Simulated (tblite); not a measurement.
# C4H7Al (SMILES CC#C[CH2][AlH2]): GFN1-xTB

Aim: the solvation energy at fixed shape (ALPB, ch2cl2) of C4H7Al at GFN1-xTB, from 2 runs. 

Program for the calculation: tblite 0.8.0.

9 further runs of the same task are left out: 1 for a known fault of the program, 3 that didn't finish, 5 set aside as unsound or not needed.

## 1. The molecule

C4H7Al: 12 atoms, total charge 0, spin state singlet. As SMILES, `CC#C[CH2][AlH2]`. The shape comes from GFN2-xTB, which is rough for such elements, and wasn't checked as a minimum.

Bond lengths: C1–C2 1.449 Å, C2–C3 1.204 Å, C3–C4 1.456 Å, C4–Al5 2.007 Å, C1–H6 1.090 Å, C1–H7 1.091 Å, C1–H8 1.090 Å, C4–H9 1.098 Å, C4–H10 1.098 Å, Al5–H11 1.548 Å, Al5–H12 1.552 Å. Some angles: C1–C2–C3 176.4°, C2–C3–C4 177.7°, C3–C4–Al5 96.4°, C2–C1–H6 110.1°, C2–C1–H7 110.0°, C2–C1–H8 110.2°, C3–C4–H9 109.3°, C3–C4–H10 109.5°, Al5–C4–H9 117.3°, Al5–C4–H10 116.9°.

## 2. Energy and forces at GFN1-xTB

start.xyz

```xyz
12
start geometry
C     -1.720750    -0.460870     1.735780
C     -0.582810    -0.057940     0.933550
C      0.391760     0.307850     0.328740
C      1.550490     0.722090    -0.449740
Al     0.953590    -0.085250    -2.187270
H     -2.260830     0.417730     2.088500
H     -1.384660    -1.037050     2.598500
H     -2.398610    -1.076030     1.144450
H      2.460780     0.313870     0.008370
H      1.641960     1.815680    -0.415590
H     -0.367700    -0.889900    -2.252040
H      1.716760     0.029820    -3.533240
```

run.py

```python
"""GFN1-xTB energy and gradient"""
import json
import numpy as np
from tblite.interface import Calculator
from tblite.interface import symbols_to_numbers

symbols = list(map(str, np.loadtxt("start.xyz", skiprows=2, usecols=0, dtype=str, ndmin=1)))
numbers = np.array(symbols_to_numbers(symbols))
positions = np.loadtxt("start.xyz", skiprows=2, usecols=(1, 2, 3), ndmin=2) / 0.52917721

xtb = Calculator("GFN1-xTB", numbers, positions, charge=0, uhf=0)
wfn = xtb.singlepoint()

print(f"Energy: {wfn.get('energy'):.8f} Eh")
eps = np.atleast_2d(wfn.get("orbital-energies")) * 27.211386
occ = np.atleast_2d(wfn.get("orbital-occupations"))
filled = occ.sum(axis=0) if eps.shape[0] == 1 else occ[0]
homo = np.nonzero(filled > 0.5)[0].max()
print("  MO   occupation   energy/eV")
for i in range(max(0, homo - 4), min(eps.shape[1], homo + 5)):
    print(f"{i + 1:4d} {filled[i]:10.4f} {eps[0, i]:12.4f}")
mu = wfn.get("dipole") * 2.541746
print(f"dipole: {np.linalg.norm(mu):.4f} D, components " + " ".join(f"{c:.4f}" for c in mu))
q = wfn.get("charges")
g = wfn.get("gradient")
print("atom     charge      dE/dx        dE/dy        dE/dz   (Eh/bohr)")
for i, s in enumerate(symbols):
    print(f"{s:<2}{i + 1:<3} {q[i]:9.4f} {g[i, 0]:12.7f} {g[i, 1]:12.7f} {g[i, 2]:12.7f}")
print(f"gradient norm {np.linalg.norm(g):.6f} Eh/bohr")
out = {k: np.asarray(wfn.get(k)).tolist() for k in ("energy", "gradient", "charges", "dipole", "orbital-energies", "orbital-occupations")}
out.update(symbols=symbols, positions=(positions * 0.529177210903).tolist())
json.dump(out, open("results.json", "w"))
```

Launch:

```console
$ python run.py
```

The program printed:

```text
------------------------------------------------------------
  cycle        total energy    energy error   density error
------------------------------------------------------------
      1     -13.41083926648  -1.3651503E+01   5.9309487E-01
      2     -13.42179042776  -1.0951161E-02   3.4923952E-01
      3     -13.42172406032   6.6367445E-05   3.4704693E-02
      4     -13.42277796570  -1.0539054E-03   1.6454461E-02
      5     -13.42332974547  -5.5177977E-04   1.9858869E-03
      6     -13.42333518838  -5.4429101E-06   6.4955259E-04
      7     -13.42333549446  -3.0608069E-07   1.8388689E-04
      8     -13.42333555591  -6.1449384E-08   2.1965162E-05
      9     -13.42333555609  -1.8042989E-10   9.4801386E-06
------------------------------------------------------------

 total:                                   0.004 sec
Energy: -13.42333556 Eh
  MO   occupation   energy/eV
   9     2.0000     -13.7300
  10     2.0000     -12.5999
  11     2.0000     -12.0751
  12     2.0000     -11.5262
  13     2.0000     -10.7889
  14     0.0000      -5.7134
  15     0.0000      -4.7835
  16     0.0000      -4.3438
  17     0.0000      -3.7222
dipole: 1.0886 D, components 0.3439 0.4458 0.9317
atom     charge      dE/dx        dE/dy        dE/dz   (Eh/bohr)
C 1     -0.0508    0.0040918    0.0018915   -0.0023779
C 2     -0.0809   -0.0014134   -0.0002792    0.0019995
C 3     -0.0395   -0.0039137   -0.0041608   -0.0069615
C 4     -0.1471    0.0043978    0.0033604    0.0035154
Al5      0.3705   -0.0023202   -0.0006233    0.0012522
H 6      0.0392    0.0013520   -0.0009417   -0.0010775
H 7      0.0389    0.0003865    0.0008230   -0.0015651
H 8      0.0390    0.0022289    0.0011835   -0.0004620
H 9      0.0511   -0.0009539    0.0004945    0.0018843
H 10     0.0510   -0.0005051   -0.0001891    0.0019958
H 11    -0.1320    0.0005438   -0.0000186   -0.0015138
H 12    -0.1394   -0.0038945   -0.0015403    0.0033107
gradient norm 0.014740 Eh/bohr
```

Wall time 0.12 s (1 thread of Arm Neoverse V2, shared host).

## 3. Energy and gradient at GFN1-xTB (ALPB ch2cl2)

molecule.xyz

```xyz
12

C     -1.720750    -0.460870     1.735780
C     -0.582810    -0.057940     0.933550
C      0.391760     0.307850     0.328740
C      1.550490     0.722090    -0.449740
Al     0.953590    -0.085250    -2.187270
H     -2.260830     0.417730     2.088500
H     -1.384660    -1.037050     2.598500
H     -2.398610    -1.076030     1.144450
H      2.460780     0.313870     0.008370
H      1.641960     1.815680    -0.415590
H     -0.367700    -0.889900    -2.252040
H      1.716760     0.029820    -3.533240
```

calc.py

```python
import json
import numpy as np
from ase.io import read
from tblite.ase import TBLite
from ase.units import kcal, mol as mol_
from ase.units import Debye

molecule = read("molecule.xyz")
start = molecule.get_positions()

molecule.calc = TBLite(method="GFN1-xTB", multiplicity=1, solvation=("alpb", "ch2cl2"))
print(f"Energy: {molecule.get_potential_energy() / (kcal / mol_):.6f} kcal/mol")
print(f"Dipole: {np.linalg.norm(molecule.get_dipole_moment()) / Debye:.4f} D")
print("Charges:", np.round(molecule.get_charges(), 4))
print("Forces (eV/angstrom):")
for a, F in zip(molecule, molecule.get_forces()):
    print(f"{a.symbol:<2} {F[0]:11.6f} {F[1]:11.6f} {F[2]:11.6f}")
json.dump(dict(energy=molecule.get_potential_energy(), forces=molecule.get_forces().tolist(), dipole=molecule.get_dipole_moment().tolist(), charges=molecule.get_charges().tolist(),
               symbols=molecule.get_chemical_symbols(), start=start.tolist(), final=molecule.positions.tolist()), open("results.json", "w"))
```

Launch:

```console
$ python calc.py
```

The program printed:

```text
------------------------------------------------------------
  cycle        total energy    energy error   density error
------------------------------------------------------------
      1     -13.42105507409  -1.3652939E+01   5.9316395E-01
      2     -13.43135431604  -1.0299242E-02   3.4933253E-01
      3     -13.43125484065   9.9475390E-05   3.4667499E-02
      4     -13.43225685871  -1.0020181E-03   1.8736346E-02
      5     -13.43290737666  -6.5051795E-04   2.1598928E-03
      6     -13.43291208785  -4.7111888E-06   4.4159590E-04
      7     -13.43291218626  -9.8409426E-08   2.0918012E-04
      8     -13.43291225932  -7.3054801E-08   2.5777389E-05
      9     -13.43291225955  -2.3486102E-10   1.3410050E-05
------------------------------------------------------------

 total:                                   0.004 sec
Energy: -8429.279705 kcal/mol
Dipole: 1.1308 D
Charges: [-0.0514 -0.0889 -0.0442 -0.1463  0.3712  0.0423  0.0421  0.0415  0.0545
  0.0544 -0.1356 -0.1396]
Forces (eV/angstrom):
C    -0.220854   -0.100040    0.129522
C     0.048626    0.008116   -0.082106
C     0.228363    0.226747    0.354675
C    -0.227869   -0.169811   -0.173868
Al    0.158458    0.046085   -0.088735
H    -0.073821    0.047471    0.059044
H    -0.023442   -0.044530    0.083598
H    -0.121381   -0.064711    0.025866
H     0.055451   -0.024020   -0.098318
H     0.031984    0.013112   -0.103591
H    -0.052805   -0.014439    0.072678
H     0.197292    0.076021   -0.178764
```

It took 0.48 s on 1 thread of Arm Neoverse V2, shared host.

## 4. Summary of results

At GFN1-xTB:

| quantity | value |
| --- | --- |
| gas phase: total energy | -13.42334 Eh |
| gas phase: dipole moment | 1.09 D |
| gas phase: HOMO energy | -10.79 eV |
| gas phase: LUMO energy | -5.71 eV |
| gas phase: HOMO–LUMO gap | 5.08 eV |
| gas phase: largest force on an atom | 0.463 eV/Å |
| ALPB, ch2cl2: total energy | -13.43291 Eh |
| ALPB, ch2cl2: dipole moment | 1.13 D |
| ALPB, ch2cl2: largest force on an atom | 0.479 eV/Å |
| energy change from gas to solvent at fixed shape | -0.261 eV |

**Reading.** The solvent model (ALPB, ch2cl2) lowers the energy by 0.26 eV (−25.1 kJ/mol) at the same shape. The largest force (ALPB, ch2cl2) is 0.48 eV/Å: the shape isn't a stationary point for this species at this level. The largest force (gas phase) is 0.46 eV/Å: the shape isn't a stationary point for this species at this level. Mulliken charges (gas phase) run from -0.15 on C4 to +0.37 on Al5. Mulliken charges (ALPB, ch2cl2) run from -0.15 on C4 to +0.37 on Al5.
